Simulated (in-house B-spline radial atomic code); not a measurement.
# Hg³⁵⁺: excited configurations in jj coupling

Wanted: excitation energies of Hg³⁵⁺ as differences of total energies (ΔSCF).

The numbers are computed with in-house B-spline radial atomic code version 1 (Dirac-Hartree-Fock, average of configuration, Fermi nucleus, basis-set limit), except any that are marked as measured or tabulated.

## (1) The system

| Quantity | Value |
| --- | --- |
| element | mercury (Z = 80) |
| charge | +35 |
| electrons | 45 |
| configuration | 1s2 2s2 2p6 3s2 3p6 3d10 4s2 4p6 4d-4 4d+5 |
| Hamiltonian | Dirac-Coulomb |
| nucleus | Fermi, rms radius 5.465 fm |

In configurations, a minus sign after the shell means j = l − 1/2 and a plus sign j = l + 1/2; the count of electrons follows.

Input settings:

```ini
Z = 80
electrons = 45.0
configuration = 1s2 2s2 2p6 3s2 3p6 3d10 4s2 4p6 4d-4 4d+5
hamiltonian = dirac
method = hf
spin_polarised = False
nucleus = fermi
rms_radius = 5.4648
mass_number = 202
atomic_mass = 201.970643604
speed_of_light = 137.035999084
```

This reference run was done before. Its total energy is -18975.655084 hartree, and its levels are (the highest eight at most):

```
orbital  occupation  energy (eV)  <r> (bohr)
  3p3/2           4     -4296.92      0.1845
  3d3/2           4     -3836.87      0.1606
  3d5/2           6     -3741.74      0.1654
  4s1/2           2     -2095.21      0.3739
  4p1/2           2     -1970.72      0.3720
  4p3/2           4     -1837.97      0.3962
  4d3/2           4     -1635.06      0.3887
  4d5/2           5     -1608.14      0.3957
```

## (2) Run with 1s2 2s2 2p6 3s2 3p6 3d-4 3d+5 4s2 4p6 4d-4 4d+5 6p-1

Input settings:

```ini
Z = 80
electrons = 45.0
configuration = 1s2 2s2 2p6 3s2 3p6 3d-4 3d+5 4s2 4p6 4d-4 4d+5 6p-1
hamiltonian = dirac
method = hf
spin_polarised = False
nucleus = fermi
rms_radius = 5.4648
mass_number = 202
atomic_mass = 201.970643604
speed_of_light = 137.035999084
```

## (3) 1s2 2s2 2p6 3s2 3p6 3d10 4s2 4p6 4d-3 4d+5 4f+1

Changes to the settings of step 2:

```diff
@@ -2,3 +2,3 @@
 electrons = 45.0
-configuration = 1s2 2s2 2p6 3s2 3p6 3d-4 3d+5 4s2 4p6 4d-4 4d+5 6p-1
+configuration = 1s2 2s2 2p6 3s2 3p6 3d10 4s2 4p6 4d-3 4d+5 4f+1
 hamiltonian = dirac
```

## (4) 1s2 2s2 2p6 3s2 3p6 3d10 4s2 4p-1 4p+4 4d-3 4d+6 6s1

Changes to the settings of step 3:

```diff
@@ -2,3 +2,3 @@
 electrons = 45.0
-configuration = 1s2 2s2 2p6 3s2 3p6 3d10 4s2 4p6 4d-3 4d+5 4f+1
+configuration = 1s2 2s2 2p6 3s2 3p6 3d10 4s2 4p-1 4p+4 4d-3 4d+6 6s1
 hamiltonian = dirac
```

## (5) Configuration 1s2 2s2 2p6 3s2 3p6 3d10 4s2 4p-2 4p+3 4d-3 4d+6 7g-1

Changes to the settings of step 4:

```diff
@@ -2,3 +2,3 @@
 electrons = 45.0
-configuration = 1s2 2s2 2p6 3s2 3p6 3d10 4s2 4p-1 4p+4 4d-3 4d+6 6s1
+configuration = 1s2 2s2 2p6 3s2 3p6 3d10 4s2 4p-2 4p+3 4d-3 4d+6 7g-1
 hamiltonian = dirac
```

## (6) Configuration 1s2 2s2 2p6 3s2 3p6 3d-4 3d+5 4s2 4p6 4d-4 4d+5 7f-1

Changes to the settings of step 5:

```diff
@@ -2,3 +2,3 @@
 electrons = 45.0
-configuration = 1s2 2s2 2p6 3s2 3p6 3d10 4s2 4p-2 4p+3 4d-3 4d+6 7g-1
+configuration = 1s2 2s2 2p6 3s2 3p6 3d-4 3d+5 4s2 4p6 4d-4 4d+5 7f-1
 hamiltonian = dirac
```

## (7) 1s2 2s2 2p6 3s2 3p6 3d10 4s2 4p6 4d-3 4d+6

Changes to the settings of step 6:

```diff
@@ -2,3 +2,3 @@
 electrons = 45.0
-configuration = 1s2 2s2 2p6 3s2 3p6 3d-4 3d+5 4s2 4p6 4d-4 4d+5 7f-1
+configuration = 1s2 2s2 2p6 3s2 3p6 3d10 4s2 4p6 4d-3 4d+6
 hamiltonian = dirac
```

Q: How far above the reference does each configuration lie (order and size, in eV)?

The runs gave:

| net move | configuration | energy above the reference (eV) | with Breit, QED, recoil (eV) | largest <r> (bohr) |
| --- | --- | --- | --- | --- |
| 4d3/2 → 4d5/2 | 1s2 2s2 2p6 3s2 3p6 3d10 4s2 4p6 4d-3 4d+6 | 25.977 | 25.566 | 0.396 |
| 4d3/2 → 4f7/2 | 1s2 2s2 2p6 3s2 3p6 3d10 4s2 4p6 4d-3 4d+5 4f+1 | 263.00 | 261.71 | 0.396 |
| 4d3/2, 4p1/2 → 4d5/2, 6s | 1s2 2s2 2p6 3s2 3p6 3d10 4s2 4p-1 4p+4 4d-3 4d+6 6s1 | 1283.43 | 1280.45 | 1.05 |
| 4d3/2, 4p3/2 → 4d5/2, 7g7/2 | 1s2 2s2 2p6 3s2 3p6 3d10 4s2 4p-2 4p+3 4d-3 4d+6 7g-1 | 1492.66 | 1490.27 | 1.68 |
| 3d5/2 → 6p1/2 | 1s2 2s2 2p6 3s2 3p6 3d-4 3d+5 4s2 4p6 4d-4 4d+5 6p-1 | 3045.10 | 3042.49 | 1.06 |
| 3d5/2 → 7f5/2 | 1s2 2s2 2p6 3s2 3p6 3d-4 3d+5 4s2 4p6 4d-4 4d+5 7f-1 | 3326.86 | 3323.64 | 1.68 |

The lowest of them is 4d3/2 → 4d5/2 at 25.977 eV and the highest 3d5/2 → 7f5/2 at 3326.86 eV. Koopmans' estimate of the ionisation threshold is 1608.14 eV; 2 configurations exceed it by over 2 % and could autoionise. Two partly filled shells share a symmetry and can mix in the average, which may lower the energy, for: 3d5/2 → 6p1/2; 3d5/2 → 7f5/2. These are averages over configurations, without correlation, not spectroscopic levels.
